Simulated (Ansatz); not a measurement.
I need a comparison of norm-conserving and PAW potentials of K, space group P6_3/mmc. Use the Python package of Ansatz (0.2.0). Settings (first run): LDA, PAW, the default cutoff (420 eV here), 6×6×3 k-points, Gaussian smearing of 0.3 eV.

```yaml
crystal:
  lattice:
    - [4.76240, 0.00000, 0.00000]
    - [-2.38120, 4.12436, 0.00000]
    - [0.00000, 0.00000, 7.82997]
  atoms:
    - { symbol: K, position: [0.33333, 0.66667, 0.25000] }
    - { symbol: K, position: [0.66667, 0.33333, 0.75000] }
```

Script `k_nc_paw.py`:
```python
"""Norm-conserving against PAW potentials for K."""

import ansatz as az
import numpy as np
import pandas as pd

XC = "lda"
KMESH = (6, 6, 3)
OCCUPATIONS = "gaussian"
WIDTH_EV = 0.3


def count_gap(report):
    # lowest empty less highest filled band, counting bands; zero where they overlap
    return max(report.get("gap_by_band_count_ev") or 0.0, 0.0)

crystal = (
    az.Lattice.from_parameters(4.762396, 4.762396, 7.829971, alpha=90.0, beta=90.0, gamma=120.0)
    .atom("K", (1 / 3, 2 / 3, 0.25))
    .atom("K", (2 / 3, 1 / 3, 0.75))
)

model = (
    crystal.calculation()
    .functional(XC)
    .kpoints(*KMESH)
    .occupations(OCCUPATIONS, width=WIDTH_EV)
    .stress()
    .forces()
    .band_table()
)
variants = {
    "PAW": model.pseudopotentials("paw"),
    "norm-conserving": model.pseudopotentials("nc"),
}
# totals differ by the cores that each treatment holds, so compare what does not depend on them
rows = []
for label, variant in variants.items():
    r = variant.run().report
    levels = np.array(r["eigenvalues_ev"][0]) - r["fermi_energy_ev"]
    print(label, "levels at the first k-point near E_F:", np.round(levels[np.abs(levels) < 5], 3))
    rows.append((label, r["n_electrons"], np.trace(r["stress_gpa"]) / 3, count_gap(r)))
print(pd.DataFrame(rows, columns=["treatment", "electrons in bands", "P GPa", "gap by band count eV"]).round(4).to_string(index=False))
```

Output of `python k_nc_paw.py`:
```text
DeckWarning: basis.ecutwfc = 420 eV, auto-derived from the records' recommended cutoffs: set by K (normal level)
PAW levels at the first k-point near E_F: [-2.084  0.269  0.583  3.971  3.971]
DeckWarning: basis.ecutwfc = 979.609905 eV, auto-derived from the records' recommended cutoffs: set by K (normal level)
norm-conserving levels at the first k-point near E_F: [-2.084  0.269  0.584  3.97   3.97 ]
      treatment  electrons in bands   P GPa  gap by band count eV
            PAW                18.0 -0.5344                   0.0
norm-conserving                18.0 -0.5348                   0.0
```
(Warnings from the package without file and line.)

PAW gives -0.534 GPa and norm-conserving -0.535 GPa, 0.000 GPa apart. They took 1.4 and 4.7 s of processor time.

These settings explore the input space; cutoff and mesh may be short of convergence. The computed bands are complete only to about 1.9 eV above the Fermi level. For a metal this k-point mesh is coarse: on a finer one energies can move by several to tens of meV an atom and pressures by half a GPa or more, differences at one mesh by less. The free energy holds a sizeable smearing term, which stands for no physical temperature. A gap by band count of zero or less means overlapping bands, a metal. This isn't the structure that K takes at ambient conditions. Levels are Kohn-Sham eigenvalues on this mesh. Stress is positive in compression. The whole script took 7 s on 1 thread of Arm Neoverse V1, with other jobs on the host, peak memory 0.54 GiB.
